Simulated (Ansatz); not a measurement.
# TiCl+ (triplet): from Hartree-Fock to the top rungs, def2-TZVPP

An exercise on one series of results from a longer session: the logs are not shown, and one member is left open.

The runs use Ansatz 0.2.0, Gaussian basis; def2-TZVPP, core rule «outside noble gas», up to 14 orbitals frozen.

The runs, in order: UHF; ROHF; CCSD(T) on UHF.

## The geometry

The geometry is a PBE0/def2-TZVP stationary point (not a proven minimum) of the parent state, kept for this charge and spin.

2 atoms, charge 1, spin multiplicity 3.

Atoms are counted from 1 here; the program's logs count them from 0.

Bond lengths: Ti1–Cl2 2.611 Å.

The first run:

File in.yaml:

```yaml
crystal:
  periodic: [false, false, false]
  atoms:
    - {symbol: Ti, position_ang: [0.000000, 0.000000, 0.000000]}
    - {symbol: Cl, position_ang: [0.000000, 0.000000, 2.611200]}
basis:
  gaussian: {orbitals: def2-TZVPP}
total_charge: 1
magnetization: {spin_polarized: true, initial_magnetization: 2}
hamiltonian: {xc: hf}
output: {orbitals: {seedname: orbitals}}
```

The run is started by

```bash
ansatz run in.yaml --threads 1 --pin off --events-out ev --progress --plain --max-ram 3968MiB --backend cpu
```

Steps of the session up to this table: UHF; ROHF; CCSD(T) on UHF.

One of the session's tables, all rows but one given; the rest of the session is left out.

```
  method  from UCCSD(T) (meV)
    ROHF              +6873.4
     UHF              +6740.3
    UMP2               +836.3
   UCCSD                    ?
UCCSD(T)                    0
```

Q: Estimate the row for UCCSD from the others.

**Answer.** from UCCSD(T) (meV): +298.9. In the column «from UCCSD(T) (meV)» it lies between UCCSD(T) (0) and UMP2 (+836.3).
